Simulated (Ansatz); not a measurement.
Run this with the Python package of Ansatz (0.2.0) and show what comes out.

`c3h7fsi.py`
```python
import ansatz as az

BASIS_SET = "def2-TZVP"
XC = "r2scan"

c3h7fsi = (
    az.Crystal.molecule()
    .atom("F", (-1.9855, 1.2008, 0.3108))
    .atom("Si", (-0.4991, 1.0265, 0.6606))
    .atom("C", (-0.1115, -0.7911, 0.8651))
    .atom("C", (0.1757, -0.8702, -0.6743))
    .atom("C", (0.5304, 0.6031, -0.8784))
    .atom("H", (0.071, 2.0103, 1.636))
    .atom("H", (-0.8433, -1.4227, 1.2919))
    .atom("H", (0.8826, -0.9394, 1.4372))
    .atom("H", (-0.8194, -1.1282, -1.1644))
    .atom("H", (0.8605, -1.6059, -0.9688))
    .atom("H", (1.5887, 0.788, -0.6981))
    .atom("H", (0.2268, 1.0736, -1.7836))
)

calculation = (
    c3h7fsi.calculation()
    .basis(gaussian=BASIS_SET)
    .functional(XC)
)
found = {}
for unpaired in [0, 2]:
    report = calculation.spin("collinear", total=unpaired).run(threads=1).report
    s = unpaired / 2
    found[unpaired] = report["free_energy_ev"]
    print(f"2S+1 = {unpaired + 1}: E = {found[unpaired]:.5f} eV, <S^2> = {abs(report['mean_field']['state']['spin_squared']):.3f} (pure state {s * (s + 1):.2f})")
lowest = min(found, key=found.get)
for unpaired, e in found.items():
    print(f"multiplicity {unpaired + 1}: {(e - found[lowest]):.3f} eV above the lowest")
```

```console
$ python c3h7fsi.py
2S+1 = 1: E = -13819.52200 eV, <S^2> = 0.000 (pure state 0.00)
2S+1 = 3: E = -13813.16183 eV, <S^2> = 2.010 (pure state 2.00)
multiplicity 1: 0.000 eV above the lowest
multiplicity 3: 6.360 eV above the lowest
```

In order: multiplicity 1 (+0.00 eV) and multiplicity 3 (+6.36 eV), all at the one geometry.

Caveats:
- Total energies depend on the basis set; only differences at equal settings carry meaning.
- The geometry is a force-field or estimated start, not a minimum of this method, and the basis set is short of its limit. All parts are taken at fixed geometry, without zero-point energy.
- Timing: 77 s on 1 thread of Arm Neoverse V2, with other jobs on the host, peak memory 0.53 GiB.
